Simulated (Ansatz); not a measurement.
# C₃H₉B: a ladder of functionals and wavefunction methods

One table from this session's results is given with a row withheld; the runs are named, their logs left out.

Program: Ansatz 0.2.0, Gaussian basis. Level of theory: functionals in def2-TZVPP, the program's frozen cores in correlated methods. These are calculated values, not measurements.

Levels to be run: LDA (SPW92), PBE-D4, revPBE-D4, BLYP-D4, r2SCAN-D4, B97M-V, PBE0-D4, B3LYP-D4, r2SCANh-D4, r2SCAN0-D4, HSE06-D4, BHLYP-D4, CAM-B3LYP-D4, LC-ωPBE, ωB97X-V, ωB97M-V, B2PLYP, PBE-QIDH; CCSD(T)/def2-SVP; CCSD(T)/def2-TZVPP; RPA on PBE.

1 further run of the same task is left out (it didn't finish).

### Structure used throughout

An earlier PBE0-D4 in a triple-zeta def2 set relaxation fixed the geometry.

SMILES `BCCC`, 13 atoms, charge 0, spin multiplicity 1.

Atoms are counted from 1 here; the program's logs count them from 0.

Bond lengths: B1–C2 1.549 Å, B1–H5 1.199 Å, B1–H6 1.200 Å, C2–C3 1.523 Å, C2–H7 1.099 Å, C2–H8 1.109 Å, C3–C4 1.519 Å, C3–H9 1.095 Å, C3–H10 1.095 Å, C4–H11 1.094 Å, C4–H12 1.094 Å, C4–H13 1.093 Å. Angles: C2–B1–H5 120.0°, C2–B1–H6 121.6°, H5–B1–H6 118.3°, B1–C2–C3 118.7°, B1–C2–H7 110.9°, B1–C2–H8 102.2°, C3–C2–H7 111.3°, C3–C2–H8 109.7°, H7–C2–H8 102.5°, C2–C3–C4 113.4°, C2–C3–H9 109.1°, C2–C3–H10 109.1°, C4–C3–H9 109.8°, C4–C3–H10 109.4°, H9–C3–H10 105.7°, C3–C4–H11 111.1°, C3–C4–H12 111.0°, C3–C4–H13 111.7° and more.

Set-up of the first run:

The input, in.yaml:

```yaml
crystal:
  periodic: [false, false, false]
  atoms:
    - {symbol: B, position_ang: [-1.103058, 1.727720, -0.635853]}
    - {symbol: C, position_ang: [-0.534061, 0.289542, -0.559598]}
    - {symbol: C, position_ang: [0.535439, -0.019635, 0.479932]}
    - {symbol: C, position_ang: [0.902525, -1.491916, 0.548444]}
    - {symbol: H, position_ang: [-1.801937, 2.048204, -1.555672]}
    - {symbol: H, position_ang: [-0.906329, 2.528881, 0.235575]}
    - {symbol: H, position_ang: [-0.237463, -0.067017, -1.555518]}
    - {symbol: H, position_ang: [-1.442913, -0.310389, -0.350769]}
    - {symbol: H, position_ang: [0.191562, 0.322993, 1.461614]}
    - {symbol: H, position_ang: [1.432002, 0.569597, 0.258583]}
    - {symbol: H, position_ang: [1.276385, -1.849357, -0.415478]}
    - {symbol: H, position_ang: [0.031903, -2.101813, 0.807394]}
    - {symbol: H, position_ang: [1.676345, -1.681710, 1.296144]}
basis:
  gaussian: {orbitals: def2-TZVPP}
hamiltonian: {xc: lda}
output: {orbitals: {seedname: orbitals}}
```

Started as:

```console
$ ansatz run in.yaml --threads 2 --pin off --events-out ev --progress --plain --max-ram 4352MiB
```

Steps of the session up to this table: LDA; PBE-D4 (GGA); revPBE-D4 (GGA); BLYP-D4 (GGA); r2SCAN-D4 (meta-GGA); B97M-V (meta-GGA); B3LYP-D4 (hybrid); r2SCANh-D4 (hybrid); r2SCAN0-D4 (hybrid); HSE06-D4 (hybrid); BHLYP-D4 (hybrid); CAM-B3LYP-D4 (range-separated); LC-ωPBE (range-separated); ωB97X-V (range-separated); ωB97M-V (range-separated); B2PLYP (double hybrid); PBE-QIDH (double hybrid).

One of the session's tables, all rows but one given; the rest of the session is left out.

It belongs to the step «Frontier levels by functional». 

| functional | HOMO (eV) | gap (eV) |
| --- | --- | --- |
| LDA (SPW92) | -7.45 | 4.91 |
| PBE-D4 | -7.38 | 5.11 |
| revPBE-D4 | -7.33 | 5.19 |
| BLYP-D4 | -7.29 | 5.16 |
| r2SCAN-D4 | -7.65 | 5.83 |
| B97M-V | ? | ? |
| PBE0-D4 | -8.74 | 7.52 |
| B3LYP-D4 | -8.55 | 7.07 |
| r2SCANh-D4 | -8.16 | 6.69 |
| r2SCAN0-D4 | -8.92 | 7.96 |
| HSE06-D4 | -8.34 | 6.73 |
| BHLYP-D4 | -10.06 | 9.86 |
| CAM-B3LYP-D4 | -10.18 | 10.03 |
| LC-ωPBE | -11.55 | 12.64 |
| ωB97X-V | -11.18 | 12.15 |
| ωB97M-V | -11.05 | 11.72 |

**Question.** Estimate the row for B97M-V.

As computed: HOMO (eV): -7.80; gap (eV): 5.83. In the column «HOMO (eV)» it lies between r2SCANh-D4 (-8.16) and r2SCAN-D4 (-7.65).
